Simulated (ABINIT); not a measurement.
# GaGe3 (Pm-3m) in ABINIT: settings compared, part 2 of 2

ABINIT 10.8.3 (patched build).

### 3 Band structure, r2SCAN

Input file run.abi:

```
ndtset 2

pp_dirpath "./"
pseudos "Ge.GGA_PBE-JTH.xml, Ga.GGA_PBE-JTH.xml"

acell 3*1.0
rprim
     8.0851289735     0.0000000000     0.0000000000
     0.0000000000     8.0851289735     0.0000000000
     0.0000000000     0.0000000000     8.0851289735
ntypat 2
znucl 32 31
natom 4
typat 1 1 1 2
xred
     0.5000000000     0.5000000000     0.0000000000
     0.5000000000     0.0000000000     0.5000000000
     0.0000000000     0.5000000000     0.5000000000
     0.0000000000     0.0000000000     0.0000000000

ecut 26.0
pawecutdg 48.0

ixc -497498
usekden 1
pawxcdev 0

occopt 3
tsmear 0.05 eV

nstep 100

iomode 3
prtwf 0
prteig 0
prtebands 0
enunit 1
prtden1 1
prtkden1 1
prtvha1 1
prtvclmb1 1
prtpot1 1

kptopt1 1
ngkpt1 6 6 6
nshiftk1 1
shiftk1 0.0 0.0 0.0
nband1 33
tolvrs1 1.0e-7

iscf2 -2
getden2 1
getkden2 1
nband2 39
nbdbuf2 4
tolwfr2 1.0e-11
kptopt2 -5
ndivsm2 6
prteig2 1
kptbounds2
     0.0000000000     0.0000000000     0.0000000000
     0.0000000000     0.5000000000     0.0000000000
     0.5000000000     0.5000000000     0.0000000000
     0.0000000000     0.0000000000     0.0000000000
     0.5000000000     0.5000000000     0.5000000000
     0.0000000000     0.5000000000     0.0000000000
```

Potentials or basis: JTH PAW PBE v2.0.

On the command line:

```sh
> mpirun --bind-to none -np 4 abinit run.abi > log 2>&1
```

run.abo:

```text
.Version 10.8.3 of ABINIT
 DATASET    1 : space group Pm -3 m (#221); Bravais cP (primitive cubic)
================================================================================
 Values of the parameters that define the memory need for DATASET  1.
     intxc =       0    ionmov =       0      iscf =      17    lmnmax =      18
     lnmax =       6     mgfft =      40  mpssoang =       3    mqgrid =    3001
     natom =       4  nloc_mem =       2    nspden =       1   nspinor =       1
    nsppol =       1      nsym =      48    n1xccc =       1    ntypat =       2
    occopt =       3   xclevel =       2
       mpw =        3380          nfft =       64000          nkpt =          20
Pmy_natom=         1
 PAW method is used; the additional fine FFT grid is defined by:
   mgfftf=        54    nfftf =    157464
================================================================================
================================================================================

 DATASET    2 : space group Pm -3 m (#221); Bravais cP (primitive cubic)
================================================================================
 Values of the parameters that define the memory need for DATASET  2.
     intxc =       0    ionmov =       0      iscf =      -2    lmnmax =      18
     lnmax =       6     mgfft =      40  mpssoang =       3    mqgrid =    3001
     natom =       4  nloc_mem =       2    nspden =       1   nspinor =       1
    nsppol =       1      nsym =      48    n1xccc =       1    ntypat =       2
[... 1140 lines left out ...]
  -7.53042   -7.52882   -7.51901   -7.51789   -3.53585   -2.82716    2.24168    3.99609
   5.30695    5.80050    6.04260    6.83542    8.38756    8.56102   11.44272   11.91955
  12.70817   13.28023   13.67036   13.92162   17.29248   17.92359   18.46861
 kpt#  39, nband= 39, wtk=  1.00000, kpt=  0.0000  0.5000  0.0000 (reduced coord)
 -17.76415  -17.72822  -17.71640  -17.71179  -17.71179  -17.69881  -17.69881  -17.69537
 -17.69450  -17.69428  -17.68221  -17.68221  -17.66915  -17.66517  -17.62997   -7.52978
  -7.52978   -7.52974   -7.51976   -7.51706   -3.60304   -2.88905    2.50557    4.40484
   5.64457    5.64457    6.28915    6.28915    7.79386    8.12325   12.43734   12.65200
  12.65200   12.66554   13.85483   13.85483   16.83241   17.44521   18.10472

== END DATASET(S) ==============================================================
================================================================================

 -outvars: echo values of variables after computation  --------
            acell      1.0000000000E+00  1.0000000000E+00  1.0000000000E+00 Bohr
           etotal1    -3.3728459893E+02
            fcart1    -0.0000000000E+00 -0.0000000000E+00 -0.0000000000E+00
                      -0.0000000000E+00 -0.0000000000E+00 -0.0000000000E+00
                      -0.0000000000E+00 -0.0000000000E+00 -0.0000000000E+00
                      -0.0000000000E+00 -0.0000000000E+00 -0.0000000000E+00
            rprim      8.0851289735E+00  0.0000000000E+00  0.0000000000E+00
                       0.0000000000E+00  8.0851289735E+00  0.0000000000E+00
                       0.0000000000E+00  0.0000000000E+00  8.0851289735E+00
           strten1     6.9224669932E-05  6.9224669932E-05  6.9224669932E-05
                       0.0000000000E+00  0.0000000000E+00  0.0000000000E+00
           xangst      2.1392329985E+00  2.1392329985E+00  0.0000000000E+00
                       2.1392329985E+00  0.0000000000E+00  2.1392329985E+00
                       0.0000000000E+00  2.1392329985E+00  2.1392329985E+00
                       0.0000000000E+00  0.0000000000E+00  0.0000000000E+00
             xred      5.0000000000E-01  5.0000000000E-01  0.0000000000E+00
                       5.0000000000E-01  0.0000000000E+00  5.0000000000E-01
                       0.0000000000E+00  5.0000000000E-01  5.0000000000E-01
                       0.0000000000E+00  0.0000000000E+00  0.0000000000E+00
 Calculation completed.
```

Run time: 82 s. Hardware: 4 MPI ranks of AMD EPYC 9R45 (Zen 5), shared host; peak memory 0.68 GiB.

What came out:

- Free energy: -9177.9815 eV
- Pressure: -2.0 GPa
- Band gap on the k mesh: none (metal or under the smearing width)
- Valence electrons inside the program's atomic spheres: Ge 12.14; Ga 10.97

Levels at the corners of the path, in eV from the Fermi level:
| point | band 26 | band 27 | band 28 | band 29 | band 30 | band 31 |
| --- | --- | --- | --- | --- | --- | --- |
| Γ | -4.10 | -3.33 | 2.69 | 2.69 | 2.69 | 3.71 |
| X | -2.12 | -1.48 | -1.48 | 0.03 | 0.36 | 4.67 |
| M | -0.10 | -0.10 | -0.01 | 0.16 | 0.16 | 0.78 |
| Γ | -4.10 | -3.33 | 2.69 | 2.69 | 2.69 | 3.71 |
| R | -5.19 | -5.19 | -5.19 | 6.95 | 6.95 | 7.00 |
| X | -2.12 | -1.48 | -1.48 | 0.03 | 0.36 | 4.67 |

Caveat: totals of a meta-GGA on PAW files have another zero than those of a GGA; the PAW data sets were made with another functional, which shifts forces and pressure a little.

### 4 Band structure, PBE

run.abi: that of step 3 with these lines changed.

```diff
@@ -20,8 +20,7 @@
 
-ecut 26.0
-pawecutdg 48.0
+ecut 22.0
+pawecutdg 44.0
+pawxcdev 0
 
-ixc -497498
-usekden 1
-pawxcdev 0
+ixc 11
 
@@ -38,3 +37,2 @@
 prtden1 1
-prtkden1 1
 prtvha1 1
@@ -48,3 +46,3 @@
 nband1 33
-tolvrs1 1.0e-7
+tolvrs1 1.0e-9
 
@@ -52,3 +50,2 @@
 getden2 1
-getkden2 1
 nband2 39
```

On the command line:

```sh
> mpirun --bind-to none -np 4 abinit run.abi > log 2>&1
```

Run time: 21 s. Hardware: 4 MPI ranks of AMD EPYC 9R45 (Zen 5), shared host; peak memory 0.52 GiB.

The run converged. Its results:

```
Free energy                                           : -9953.3288 eV
Pressure                                              : -0.4 GPa
Band gap on the k mesh                                : none (metal or under the smearing width)
Valence electrons inside the program's atomic spheres : Ge 12.14; Ga 10.97
```

Levels at the corners of the path, in eV from the Fermi level:
| point | band 24 | band 25 | band 26 | band 27 | band 28 | band 29 | band 30 | band 31 | band 32 | band 33 |
| --- | --- | --- | --- | --- | --- | --- | --- | --- | --- | --- |
| Γ | -3.79 | -3.79 | -3.79 | -3.33 | 2.59 | 2.59 | 2.59 | 3.53 | 3.53 | 3.53 |
| X | -3.35 | -1.93 | -1.93 | -1.32 | -1.32 | -0.03 | 0.23 | 4.37 | 4.54 | 4.65 |
| M | -7.13 | -0.75 | -0.19 | -0.19 | 0.05 | 0.23 | 0.23 | 0.66 | 1.60 | 6.16 |
| Γ | -3.79 | -3.79 | -3.79 | -3.33 | 2.59 | 2.59 | 2.59 | 3.53 | 3.53 | 3.53 |
| R | -5.38 | -5.21 | -4.89 | -4.89 | -4.89 | 6.59 | 6.59 | 6.65 | 6.65 | 6.65 |
| X | -3.35 | -1.93 | -1.93 | -1.32 | -1.32 | -0.03 | 0.23 | 4.37 | 4.54 | 4.65 |

### 5 The reference run

An earlier run on the cell as given: functional PBEsol; potentials or basis PseudoDojo NC SR PBEsol v0.4.1 standard; cutoff 1088 eV; k mesh 6 × 6 × 6; occupations fermi-dirac, width 0.05 eV; no spin polarisation.

- Pressure: -3.4 GPa
- Band gap on the k mesh: none (metal or under the smearing width)
- Valence electrons inside the program's atomic spheres: Ge 11.44; Ga 10.76

### 6 The runs side by side

| task | level | potentials or basis | cutoff (eV) | fine-grid cutoff | gap on the mesh (eV) | pressure (GPa) |
| --- | --- | --- | --- | --- | --- | --- |
| band structure | LDA | JTH PAW LDA v2.0 | 599 | 1197.3 eV | none | -5.2 |
| band structure | r2SCAN | JTH PAW PBE v2.0 | 707 | 1306.15 eV | none | -2.0 |
| band structure | PBE | JTH PAW PBE v2.0 | 599 | 1197.3 eV | none | -0.4 |
| single point | PBEsol | PseudoDojo NC SR PBEsol v0.4.1 standard | 1088 | - | none | -3.4 |

Alike in all rows: no spin polarisation; cell as given; k mesh 6 × 6 × 6; smearing fermi-dirac 0.05 eV.

Caveats: totals of a meta-GGA on PAW files have another zero than those of a GGA (some runs); the PAW data sets were made with another functional, which shifts forces and pressure a little (some runs).

Absolute energies hang on the potentials; compare differences alone.
